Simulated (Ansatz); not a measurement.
# AlN: properties at the relaxed cell

An exercise on one series of results from a longer session: the logs are not shown, and one member is left open.

The COD entry's cell or inner coordinates are ideal or old and differ from later refinements, so a difference from it is no clean test against experiment.

Method: DFT r2SCAN, scalar-relativistic, plane waves, PAW, in Ansatz 0.2.0.

1 further run of the same task is left out (set aside as unsound or not needed).

### The starting structure

Symmetry: P6_3mc, No. 186, hexagonal system. The conventional cell has a = 3.107 Å, b = 3.107 Å, c = 4.978 Å, α = 90.00°, β = 90.00°, γ = 120.00°. Al (site symmetry 3m) has 4 N at 1.89 to 1.90 Å as nearest neighbours. N (site symmetry 3m) has 4 Al at 1.89 to 1.90 Å as nearest neighbours.

Coordinates:

```cif
data_structure
_symmetry_space_group_name_H-M 'P6_3mc'
_symmetry_Int_Tables_number 186
_cell_length_a 3.1067
_cell_length_b 3.1067
_cell_length_c 4.9785
_cell_angle_alpha 90.000
_cell_angle_beta 90.000
_cell_angle_gamma 120.000
_cell_volume 41.61
loop_
_atom_site_label
_atom_site_type_symbol
_atom_site_symmetry_multiplicity
_atom_site_Wyckoff_symbol
_atom_site_fract_x
_atom_site_fract_y
_atom_site_fract_z
_atom_site_occupancy
Al1 Al 2 b 0.33333 0.66667 0.99920 1
N1 N 2 b 0.33333 0.66667 0.38080 1
```

This cell was relaxed beforehand with the same method: volume 10.40 Å³/atom, gap on the mesh 4.88 eV.

The first run:

Contents of input.yaml:

```yaml
crystal:
  lattice:
    - [3.1067016773, 0.0, 0.0]
    - [-1.5533508386, 2.6904825745, 0.0]
    - [0.0, 0.0, 4.9784511979]
  atoms:
    - { symbol: Al, position: [0.3333333333, 0.6666666667, -0.000803297] }
    - { symbol: Al, position: [0.6666666667, 0.3333333333, 0.499196703] }
    - { symbol: "N", position: [0.3333333333, 0.6666666667, 0.380803297] }
    - { symbol: "N", position: [0.6666666667, 0.3333333333, 0.880803297] }
basis:
  ecutwfc: 500
kpoints:
  mp_grid: { grid: [9, 9, 6] }
  band_path:
    path:
      - [[0.0, 0.0, 0.0], [0.5, 0.0, 0.0], [0.33333333, 0.33333333, 0.0], [0.0, 0.0, 0.0], [0.0, 0.0, 0.5], [0.5, 0.0, 0.5], [0.33333333, 0.33333333, 0.5], [0.0, 0.0, 0.5]]
      - [[0.5, 0.0, 0.5], [0.5, 0.0, 0.0]]
      - [[0.33333333, 0.33333333, 0.5], [0.33333333, 0.33333333, 0.0]]
    npoints: 14
hamiltonian:
  xc: r2scan
scf:
  occupations: { method: gaussian, width: 0.02 }
  n_extra_bands: 10
output:
  forces: true
  stress: true
  eigenvalues: true
  populations: true
  dos: { projected: true, de: 0.02, nscf_kmesh: { grid: [14, 14, 9] } }
  bader: true
  write_density: true
  write_potential: true
  elf: true
  volumetric_format: npy
```

Run with:

```
$ ansatz run input.yaml --threads 2 --pin off --max-ram 5120MiB --backend cpu --events-out ev --progress --plain --runs-dir out
```

Among the steps run: Bands, states and charges; Band edges anywhere in the zone; Eigenvalues a small step from each edge; Point at V/V0 = 0.97; Volume × 1.03; Point at V/V0 = 0.94; Volume × 1.06.

One of the session's tables, all rows but one given; the rest of the session is left out.

| volume (Å³/atom) | energy above the lowest point (meV/atom) | pressure (GPa) | gap on the mesh (eV) |
| --- | --- | --- | --- |
| 9.779 | 27.1 | 14.61 | 5.43 |
| 10.091 | 6.5 | 6.79 | 5.15 |
| 10.403 | 0.0 | 0.01 | 4.88 |
| 10.715 | ? | ? | ? |
| 11.027 | 22.3 | -10.95 | 4.37 |

Estimate the missing values for volume (Å³/atom) = 10.715.

Worked estimate for «energy above the lowest point (meV/atom)». A straight line through the neighbours (10.403, 0.0) and (11.027, 22.3) gives 0.0 + (22.3 − 0.0) × (10.715 − 10.403) / (11.027 − 10.403) = 11.2; a parabola fitted to 3 rows on both sides gives 5.3.

**Answer.** energy above the lowest point (meV/atom): 5.8; pressure (GPa): -5.87; gap on the mesh (eV): 4.62. In «energy above the lowest point (meV/atom)» the line misses by +5.4 and the parabola by -0.5.

Caveats from the session: It is a Kohn-Sham gap, without temperature or zero-point motion.
